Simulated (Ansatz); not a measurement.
# C₄O₄Ru: up Jacob's ladder to CCSD(T)

One table from this session's results is given with a row withheld; the runs are named, their logs left out.

Computed with Ansatz 0.2.0, Gaussian basis. Level: functionals in def2-TZVPP, the program's frozen cores in correlated methods.

Levels to be run: LDA (SPW92), PBE-D4, revPBE-D4, BLYP-D4, r2SCAN-D4, B97M-V, PBE0-D4, B3LYP-D4, r2SCANh-D4, r2SCAN0-D4, HSE06-D4, BHLYP-D4, CAM-B3LYP-D4, LC-ωPBE, ωB97X-V, ωB97M-V, B2PLYP, PBE-QIDH; CCSD(T)/def2-SVP; MP2/def2-TZVPP; MP2/def2-QZVPP; RPA on PBE.

### The geometry

The geometry comes from an earlier relaxation with PBE0-D4 in a triple-zeta def2 set; it is a stationary point, not always the lowest conformer. Ru takes the def2 core potential; no spin-orbit term is included.

SMILES `[O+]#[C][Ru-4]([C]#[O+])([C]#[O+])[C]#[O+]`, 9 atoms, charge 0, spin multiplicity 1.

Atoms are counted from 1 here; the program's logs count them from 0.

Bond lengths: O1–C2 1.141 Å, C2–Ru3 1.900 Å, Ru3–C4 1.934 Å, Ru3–C6 1.934 Å, Ru3–C8 1.900 Å, C4–O5 1.134 Å, C6–O7 1.134 Å, C8–O9 1.141 Å. Angles: O1–C2–Ru3 169.1°, C2–Ru3–C4 92.1°, C2–Ru3–C6 92.1°, C2–Ru3–C8 138.6°, C4–Ru3–C6 168.2°, C4–Ru3–C8 92.1°, C6–Ru3–C8 92.1°, Ru3–C4–O5 175.5°, Ru3–C6–O7 175.5°, Ru3–C8–O9 169.1°.

Geometry (Å):

```xyz
9
C4O4Ru
O     2.3462   -1.1967   -1.2510
C     1.4453   -0.5689   -0.9418
Ru   -0.0839    0.2394   -0.1551
C    -1.2821   -0.7038   -1.3448
O    -2.0020   -1.1789   -2.0811
C     1.0016    1.5040    0.8262
O     1.6058    2.3091    1.3487
C    -1.2339   -0.0342    1.3327
O    -1.7970   -0.3699    2.2662
```

Set-up of the first run:

in.yaml reads:

```yaml
crystal:
  periodic: [false, false, false]
  atoms:
    - {symbol: O, position_ang: [2.346194, -1.196734, -1.251001]}
    - {symbol: C, position_ang: [1.445323, -0.568935, -0.941770]}
    - {symbol: Ru, position_ang: [-0.083915, 0.239379, -0.155130]}
    - {symbol: C, position_ang: [-1.282116, -0.703800, -1.344822]}
    - {symbol: O, position_ang: [-2.002044, -1.178894, -2.081110]}
    - {symbol: C, position_ang: [1.001596, 1.504002, 0.826242]}
    - {symbol: O, position_ang: [1.605798, 2.309056, 1.348697]}
    - {symbol: C, position_ang: [-1.233863, -0.034223, 1.332656]}
    - {symbol: O, position_ang: [-1.796982, -0.369851, 2.266239]}
basis:
  gaussian: {orbitals: def2-TZVPP}
hamiltonian: {xc: lda}
output: {orbitals: {seedname: orbitals}}
```

Run with:

```sh
$ ansatz run in.yaml --threads 4 --pin off --events-out ev --progress --plain --max-ram 11315MiB
```

Steps of the session up to this table: LDA; PBE-D4 (GGA); revPBE-D4 (GGA); BLYP-D4 (GGA); r2SCAN-D4 (meta-GGA); B97M-V (meta-GGA); PBE0-D4 (hybrid); B3LYP-D4 (hybrid); r2SCANh-D4 (hybrid); r2SCAN0-D4 (hybrid); HSE06-D4 (hybrid); BHLYP-D4 (hybrid); CAM-B3LYP-D4 (range-separated); LC-ωPBE (range-separated); ωB97X-V (range-separated); ωB97M-V (range-separated); B2PLYP (double hybrid); PBE-QIDH (double hybrid).

One of the session's tables, all rows but one given; the rest of the session is left out.

It belongs to the step «Frontier levels by functional». 

| functional | HOMO (eV) | LUMO (eV) | gap (eV) |
| --- | --- | --- | --- |
| LDA (SPW92) | -6.09 | -4.22 | 1.87 |
| PBE-D4 | -5.81 | -3.92 | 1.90 |
| revPBE-D4 | -5.72 | -3.80 | 1.92 |
| BLYP-D4 | -5.68 | -3.79 | 1.89 |
| r2SCAN-D4 | -6.01 | -3.88 | 2.13 |
| B97M-V | -5.87 | -3.77 | 2.09 |
| PBE0-D4 | -6.93 | -3.13 | 3.79 |
| B3LYP-D4 | -6.74 | -3.34 | 3.40 |
| r2SCANh-D4 | -6.44 | -3.58 | 2.86 |
| r2SCAN0-D4 | -7.09 | -3.13 | 3.97 |
| HSE06-D4 | -6.54 | -3.50 | 3.04 |
| BHLYP-D4 | -7.87 | -2.24 | 5.63 |
| CAM-B3LYP-D4 | -8.15 | -2.14 | 6.00 |
| LC-ωPBE | -9.24 | -1.07 | 8.17 |
| ωB97X-V | -8.98 | -1.13 | 7.85 |
| ωB97M-V | ? | ? | ? |

Estimate the missing values for ωB97M-V.

The run gave: HOMO (eV): -8.96; LUMO (eV): -1.20; gap (eV): 7.75. In the column «HOMO (eV)» it lies between ωB97X-V (-8.98) and CAM-B3LYP-D4 (-8.15).
